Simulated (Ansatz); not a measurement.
Consider a check of PAW against all-electron LAPW of TiOF, space group P4/mmm (Ansatz's Python interface).

`run_paw_lapw.py`:
```python
"""PAW against all-electron LAPW for TiOF."""

import ansatz
import numpy as np


def count_gap(report):
    # lowest empty less highest filled band, counting bands; zero where they overlap
    return max(report.get("gap_by_band_count_ev") or 0.0, 0.0)


def main() -> None:
    tiof = (
        ansatz.Lattice.from_parameters(2.86246, 2.86246, 3.93521, alpha=90, beta=90, gamma=90)
        .space_group(123, hermann_mauguin="P4/mmm")
        .atom("Ti", (0.0, 0.0, 0.0))
        .atom("O", (0.5, 0.5, 0.0))
        .atom("F", (0.0, 0.0, 0.5))
    )

    setup = (
        tiof.calculation()
        .kpoints(10, 10, 8)
        .functional("PBEsol")
        .occupations("fermi_dirac", width=0.1)
        .stress()
        .forces()
        .band_table()
    )
    variants = {
        "PAW": setup.pseudopotentials("paw"),
        "LAPW": setup.pseudopotentials("all_electron", lapw=True),
    }
    # totals differ by the cores that each treatment holds, so compare what does not depend on them
    rows = []
    for label, variant in variants.items():
        rep = variant.run(threads=1, backend="cpu").report
        levels = np.array(rep["eigenvalues_ev"][0]) - rep["fermi_energy_ev"]
        print(label, "levels at the first k-point near E_F:", np.round(levels[np.abs(levels) < 5], 3))
        rows.append((label, rep["n_electrons"], np.trace(rep["stress_gpa"]) / 3, float(np.abs(rep["forces_ev_ang"]).max()), count_gap(rep)))
    print("     treatment  electrons in bands           P GPa  max force component eV/A  gap by band count eV")
    for row in rows:
        print(f"{str(row[0]):>14s}  {row[1]:18.1f}  {row[2]:14.3f}  {row[3]:24.4f}  {row[4]:20.3f}")


if __name__ == "__main__":
    main()
```

How well do the two treatments of the cores agree on the pressure?

PAW gives -3.202 GPa and LAPW -3.227 GPa, 0.025 GPa apart. They took 2.4 and 46.3 s of processor time.

The output:

```console
$ python run_paw_lapw.py
DeckWarning: basis.ecutwfc = 420 eV, auto-derived from the records' recommended cutoffs: set by Ti (normal level)
PAW levels at the first k-point near E_F: [-4.479 -4.479 -4.436 -2.543  0.576  0.576  0.871  1.256]
LAPW levels at the first k-point near E_F: [-4.478 -4.478 -4.434 -2.548  0.576  0.576  0.864  1.254]
     treatment  electrons in bands           P GPa  max force component eV/A  gap by band count eV
           PAW                25.0          -3.202                    0.0000                 0.000
          LAPW                37.0          -3.227                    0.0000                 0.000
```
(Warnings from the package without file and line.)

Caveats:
- The cell holds an odd number of electrons and is run without spin, so a magnetic state may lie lower.
- The computed bands are complete only to about 1.3 eV above the Fermi level.
- A gap by band count of zero or less means overlapping bands, a metal, and at an odd count of electrons it is no gap at all.
- The structure comes from a database of computed cells and needn't be a stable or known phase.
- Levels are Kohn-Sham eigenvalues on this mesh.
- Pressure is positive in compression; the treatments may keep other shells as core, so totals and counts of electrons can differ.
- The whole script took 51 s on 1 thread of Intel(R) Xeon(R) Processor @ 2.30GHz, with other jobs on the host, peak memory 1.1 GiB.
